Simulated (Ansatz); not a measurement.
Input file:

```yaml
accuracy: low
crystal:
  lattice:
    - [-3.019515, -5.229953, 0.0]
    - [4.529272, -2.614976, 0.0]
    - [0.0, 0.0, 5.917078]
  atoms:
    - { symbol: W, position: [0.80179795, 0.45183343, -0.00333067] }
    - { symbol: C, position: [0.50036981, 0.67575801, 0.26275407] }
    - { symbol: W, position: [0.76613193, 0.51104752, 0.50350739] }
    - { symbol: C, position: [0.55139529, 0.61635101, 0.73702495] }
    - { symbol: W, position: [0.52791546, 0.03974424, -0.05896145] }
    - { symbol: C, position: [0.23097394, 0.18094879, 0.31920878] }
    - { symbol: W, position: [0.51529105, -0.00068592, 0.55155618] }
    - { symbol: C, position: [0.24893691, 0.17728964, 0.75307814] }
    - { symbol: W, position: [0.26976642, 0.43821768, 0.01708732] }
    - { symbol: C, position: [0.0230164, 0.65965041, 0.29053514] }
    - { symbol: W, position: [0.29097039, 0.51964943, 0.48588454] }
    - { symbol: C, position: [0.00979566, 0.64513692, 0.78269208] }
    - { symbol: W, position: [0.01780418, 0.00970809, 0.02364524] }
    - { symbol: C, position: [0.81982266, 0.14043285, 0.3303986] }
    - { symbol: W, position: [0.02426164, -0.0315479, 0.54346614] }
    - { symbol: C, position: [0.82241958, 0.13242416, 0.74975345] }
basis:
  ecutwfc: 420.0
kpoints:
  mp_grid: { grid: [2, 2, 2] }
hamiltonian:
  xc: pbe
  dispersion: d3bj
  pseudopotentials: { kind: paw, azcp: { folder: soft_1 } }
scf:
  occupations: { method: fermi_dirac, width: 0.36 }
  lower_state_search: "off"
md:
  timestep: 0.75
  n_steps: 240
  ensemble: nvt_langevin
  temperature: 3360.0
  initial_velocities: maxwell_boltzmann
  seed: 166394
  friction: 0.02
  temperature_schedule:
    - { n_steps: 180, end_temperature: 300.0 }
    - { n_steps: 60, end_temperature: 300.0 }
```

Run as:

```bash
$ ansatz run input.yaml --threads 1 --pin off --max-ram 3072MiB --backend cpu --events-out ev --progress --plain --runs-dir out
```

Hardware: 1 thread of Arm Neoverse V2 (shared host).

**Question.** Roughly how long does this run take, and how much memory?

**Answer.** 20 min, with a peak of 0.54 GiB, for 241 ionic steps.
